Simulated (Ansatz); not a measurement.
# Ge3Br2: the cost of one run

Program: Ansatz 0.2.0. Level of theory: DFT PBE, scalar-relativistic, plane waves, PAW. These are calculated values, not measurements.

## Step 1: The structure to begin with

Symmetry: R-3m, No. 166, trigonal system. Conventional cell: a = 3.845 Å, b = 3.845 Å, c = 26.738 Å, α = 90.00°, β = 90.00°, γ = 120.00°. Around Ge (site symmetry -3m) lie 6 Br at 2.85 Å. Ge (site symmetry 3m) has 3 Br at 2.70 Å as nearest neighbours. Br (site symmetry 3m) is surrounded by 6 Ge at 2.70 to 2.85 Å.

Structure file:

```cif
data_structure
_symmetry_space_group_name_H-M 'R-3m:H'
_symmetry_Int_Tables_number 166
_cell_length_a 3.8453
_cell_length_b 3.8453
_cell_length_c 26.7376
_cell_angle_alpha 90.000
_cell_angle_beta 90.000
_cell_angle_gamma 120.000
_cell_volume 342.39
loop_
_atom_site_label
_atom_site_type_symbol
_atom_site_symmetry_multiplicity
_atom_site_Wyckoff_symbol
_atom_site_fract_x
_atom_site_fract_y
_atom_site_fract_z
_atom_site_occupancy
Ge1 Ge 3 a 0.00000 0.00000 0.00000 1
Ge2 Ge 6 c 0.00000 0.00000 0.20950 1
Br1 Br 6 c 0.33333 0.66667 0.06667 1
```

(A quick probe on a coarse mesh, which set the mesh and smearing, is not shown.)

## Step 3: A loose first relaxation

input.yaml

```yaml
crystal:
  lattice:
    - [1.9226635291, 1.1100503061, 8.9125207391]
    - [-1.9226635291, 1.1100503061, 8.9125207391]
    - [0.0, -2.2201006121, 8.9125207391]
  atoms:
    - { symbol: Ge, position: [0.0, 0.0, 0.0] }
    - { symbol: Ge, position: [0.2095, 0.2095, 0.2095] }
    - { symbol: Ge, position: [0.7905, 0.7905, 0.7905] }
    - { symbol: Br, position: [0.4, 0.4, 0.4] }
    - { symbol: Br, position: [0.6, 0.6, 0.6] }
basis:
  ecutwfc: 420
kpoints:
  mp_grid: { grid: [6, 6, 6] }
hamiltonian:
  xc: pbe
scf:
  occupations: { method: gaussian, width: 0.1 }
  lower_state_search: "off"
output:
  forces: true
  stress: true
  eigenvalues: true
relax:
  adjacent_minimum: "off"
  f_tol: 0.04
  max_steps: 70
  cell: { stress_tol: 0.4 }
```

The run is started by

```sh
$ ansatz run input.yaml --threads 1 --pin off --max-ram 2560MiB --backend cpu --events-out ev --progress --plain --runs-dir out
```

**Question.** How long does this run take on 1 thread of Arm Neoverse V2, shared host, and how much memory does it need?

About 2 min, with a peak of 0.47 GiB.
